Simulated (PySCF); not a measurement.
**InCl₂: doublet, from a linear start**

The task is one start of a wider search on InCl₂: the doublet, built as linear. It is relaxed, tested by its Hessian and followed downhill if it is a saddle.

Method: PBE0, basis In def2-TZVP with ECP28, Cl def2-TZVP, scalar-relativistic core potentials, no spin–orbit coupling, density fitting; program: PySCF 2.14.0.

## (1) The system as given

3 atoms, charge 0, spin multiplicity 2.

Bond lengths: In1–Cl2 2.410 Å, In1–Cl3 2.410 Å. Angles: Cl2–In1–Cl3 180.0°.

Coordinates in bohr (charge 0 multiplicity 2):
```
In    0.0000    0.0000    0.0000
Cl    0.0000    0.0000    4.5542
Cl    0.0000    0.0000   -4.5542
```

## (2) Relaxing the doublet from the linear start

The steps below are one call of a driver around PySCF. For each, scf.py gives the equivalent set-up of the SCF; relaxations use the driver's own optimiser. Before each start the driver seeks the lowest SCF state from one or more starting densities and follows internal instabilities, so scf.py alone need not reach the same state.

The program finds D∞h symmetry in the start, which this walk keeps. The walk stops when the largest gradient is under 0.0003 Eh/bohr and the energy has settled too.

Contents of scf.py:

```python
from pyscf import gto, scf, dft
mol = gto.M(atom='''
In     0.000000     0.000000     0.000000
Cl     0.000000     0.000000     2.410000
Cl     0.000000     0.000000    -2.410000''',
    basis={'In': 'def2-TZVP', 'Cl': 'def2-TZVP'},
    ecp={'In': 'def2-TZVP'},
    charge=0, spin=1)
mf = dft.UKS(mol, xc='PBE0')
mf.grids.atom_grid = (50, 194)
aux = {'In': 'def2-universal-JKFIT', 'Cl': 'def2-universal-JKFIT'}
mf = mf.density_fit(auxbasis=aux)
mf.kernel()
```

Further steps of the session: Is it a minimum? Harmonic modes; Downhill along the imaginary mode; Frequencies.

**Question.** What will these runs give? Wanted: minimum; geometry; wavenumbers; dipole moment; highest occupied, lowest empty level; polar-tensor charge of In1; zero-point energy; atomisation energy; ⟨S²⟩.

The runs gave:

```
                                          quantity                                value
                                           minimum                         doublet, C2v
                                          geometry  In–Cl 2.353 Å (×2); Cl–In–Cl 119.5°
                                wavenumbers (cm⁻¹)          83 (a1), 322 (a1), 351 (b2)
                                     dipole moment                               2.57 D
highest occupied, lowest empty level (either spin)                      -7.11, -4.45 eV
                        polar-tensor charge of In1                              +1.07 e
                                 zero-point energy                           4.5 kJ/mol
                               entropy at 298.15 K                      313.8 J/(mol K)
         atomisation energy (no zero-point energy)                           630 kJ/mol
                                              ⟨S²⟩                                0.754
```

What this shows: The linear start (D∞h) ends in a minimum of C2v symmetry, after a first stop at a second-order saddle point 37.4 kJ/mol higher, from which it was pushed off along an imaginary mode. The strongest infrared band lies at 351 cm⁻¹ (b2, stretch). Most of the spin sits on In1 (Mulliken spin 0.67, against 1 for the whole molecule). Other starts or spin states, not run here, may lie lower. The soft modes, below some 90 cm⁻¹, carry numerical noise of tens of cm⁻¹, and the entropy with them. With an element this heavy the missing spin–orbit coupling can shift these numbers.
